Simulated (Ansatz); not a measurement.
# C3H11NSi: small, medium and large basis sets

Aim: see how fast density functionals converge with the basis set for C3H11NSi.

The runs use Ansatz 0.2.0, Gaussian basis; one geometry, several basis sets.

Levels to be run: PBE0-D4/def2-SVP; ωB97M-V/def2-SVP; PBE0-D4/def2-QZVPP; ωB97M-V/def2-QZVPP; the functionals' def2-TZVPP values are taken from earlier runs.

## Step 1: Structure used throughout

An earlier PBE0-D4 in a triple-zeta def2 set relaxation fixed the geometry.

SMILES `C[Si](C)(C)N`, 16 atoms, charge 0, spin multiplicity 1.

Atoms are counted from 1 here; the program's logs count them from 0.

Bond lengths: C1–Si2 1.878 Å, C1–H6 1.094 Å, C1–H7 1.094 Å, C1–H8 1.094 Å, Si2–C3 1.870 Å, Si2–C4 1.870 Å, Si2–N5 1.730 Å, C3–H9 1.093 Å, C3–H10 1.093 Å, C3–H11 1.094 Å, C4–H12 1.093 Å, C4–H13 1.093 Å, C4–H14 1.094 Å, N5–H15 1.008 Å, N5–H16 1.008 Å. Angles: Si2–C1–H6 111.4°, Si2–C1–H7 111.1°, Si2–C1–H8 111.1°, H6–C1–H7 107.7°, H6–C1–H8 107.7°, H7–C1–H8 107.6°, C1–Si2–C3 108.7°, C1–Si2–C4 108.7°, C1–Si2–N5 114.0°, C3–Si2–C4 111.5°, C3–Si2–N5 107.0°, C4–Si2–N5 107.0°, Si2–C3–H9 111.0°, Si2–C3–H10 111.0°, Si2–C3–H11 111.2°, H9–C3–H10 108.2°, H9–C3–H11 107.4°, H10–C3–H11 107.9° and more.

## Step 2: PBE0-D4 in def2-SVP

in.yaml

```yaml
crystal:
  periodic: [false, false, false]
  atoms:
    - {symbol: C, position_ang: [-0.937972, 0.651786, -1.400876]}
    - {symbol: Si, position_ang: [-0.056838, 0.035104, 0.138296]}
    - {symbol: C, position_ang: [1.684635, 0.715983, 0.145969]}
    - {symbol: C, position_ang: [-0.062180, -1.834686, 0.122927]}
    - {symbol: N, position_ang: [-0.798794, 0.530673, 1.620656]}
    - {symbol: H, position_ang: [-0.434604, 0.314326, -2.311906]}
    - {symbol: H, position_ang: [-1.969000, 0.288407, -1.436657]}
    - {symbol: H, position_ang: [-0.971082, 1.744785, -1.424545]}
    - {symbol: H, position_ang: [2.220461, 0.433239, -0.764171]}
    - {symbol: H, position_ang: [2.247159, 0.340762, 1.004095]}
    - {symbol: H, position_ang: [1.682095, 1.808813, 0.197105]}
    - {symbol: H, position_ang: [0.487134, -2.234194, 0.978630]}
    - {symbol: H, position_ang: [0.398968, -2.220861, -0.790103]}
    - {symbol: H, position_ang: [-1.082279, -2.227801, 0.164889]}
    - {symbol: H, position_ang: [-0.745529, 1.495346, 1.907396]}
    - {symbol: H, position_ang: [-1.685173, 0.135618, 1.892497]}
basis:
  gaussian: {orbitals: def2-SVP}
hamiltonian: {xc: pbe0, dispersion: d4}
output: {orbitals: {seedname: orbitals}}
```

Started as:

```
$ ansatz run in.yaml --threads 8 --pin off --events-out ev --progress --plain --max-ram 18278MiB
```

After this run come: ωB97M-V in def2-SVP; PBE0-D4 in def2-QZVPP; ωB97M-V in def2-QZVPP.

**Question.** What will the summary of the whole plan be? Wanted: PBE0-D4: double and triple zeta above quadruple; ωB97M-V: double and triple zeta above quadruple.

As calculated:

| quantity | value |
| --- | --- |
| PBE0-D4: double and triple zeta above quadruple | 8.95, 0.57 eV |
| ωB97M-V: double and triple zeta above quadruple | 9.27, 0.54 eV |

What this shows: For PBE0-D4 the step from double to triple zeta gains 8.38 eV and the next only 0.57 eV. These are total energies; as a rule much of such shifts cancels in differences, which this series doesn't test. The LUMO of ωB97M-V is positive and keeps falling with the basis (3.04 to 1.51 eV): an unbound level that the basis holds in place.
